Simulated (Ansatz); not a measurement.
# AlBrClH3: the cost of one run

All numbers below are computed with Ansatz 0.2.0 (RKS PBE/def2-SVP).

### Step 1. Starting point

Bond lengths: Al1–Cl2 2.580 Å, Al1–H3 1.560 Å, Al1–H4 1.560 Å, Al1–Br5 2.710 Å, Cl2–H6 1.524 Å, Br5–H6 1.701 Å. Angles: Al1–Cl2–H6 73.3°, Cl2–Al1–H3 120.0°, Cl2–Al1–H4 120.0°, Cl2–Al1–Br5 71.6°, H3–Al1–H4 120.0°, H3–Al1–Br5 97.0°, H4–Al1–Br5 101.2°, Al1–Br5–H6 67.6°, Cl2–H6–Br5 147.5°.

As a file:

```xyz
6

Al    0.0000    0.0000    0.0000
Cl    0.0000    0.0000    2.5800
H     1.3510    0.0000   -0.7800
H    -1.3510    0.0000   -0.7800
Br    0.1133   -2.5693    0.8545
H     0.0643   -1.4586    2.1423
```

### Step 2. A restrained relaxation towards end A

Springs on the bonds that form and break draw the guess towards this end; the thresholds are loose.

The input, input.yaml:

```yaml
crystal:
  periodic: [false, false, false]
  atoms:
    - { symbol: Al, position_ang: [0.0, 0.0, 0.0] }
    - { symbol: Cl, position_ang: [0.0, 0.0, 2.58] }
    - { symbol: H, position_ang: [1.351, 0.0, -0.78] }
    - { symbol: H, position_ang: [-1.351, 0.0, -0.78] }
    - { symbol: Br, position_ang: [0.1133, -2.5693, 0.8545] }
    - { symbol: H, position_ang: [0.0643, -1.4586, 2.1423] }
basis:
  gaussian: { orbitals: def2-SVP }
hamiltonian:
  xc: pbe
relax:
  f_tol: 0.15
  max_steps: 25
  restrain:
    - { distance: [0, 4], at: 3.61, k: 30.0 }
    - { distance: [5, 1], at: 2.57, k: 30.0 }
    - { distance: [0, 1], at: 2.23, k: 30.0 }
    - { distance: [5, 4], at: 1.55, k: 30.0 }
```

The run is started by

```bash
$ ansatz run input.yaml --threads 1 --pin off --max-ram 2048MiB --backend cpu --events-out ev --progress --plain --runs-dir out
```

**Question.** How long does this run take on 1 thread of Arm Neoverse V2, shared host, and how much memory does it need?

About 16 s, with a peak of 0.12 GiB.
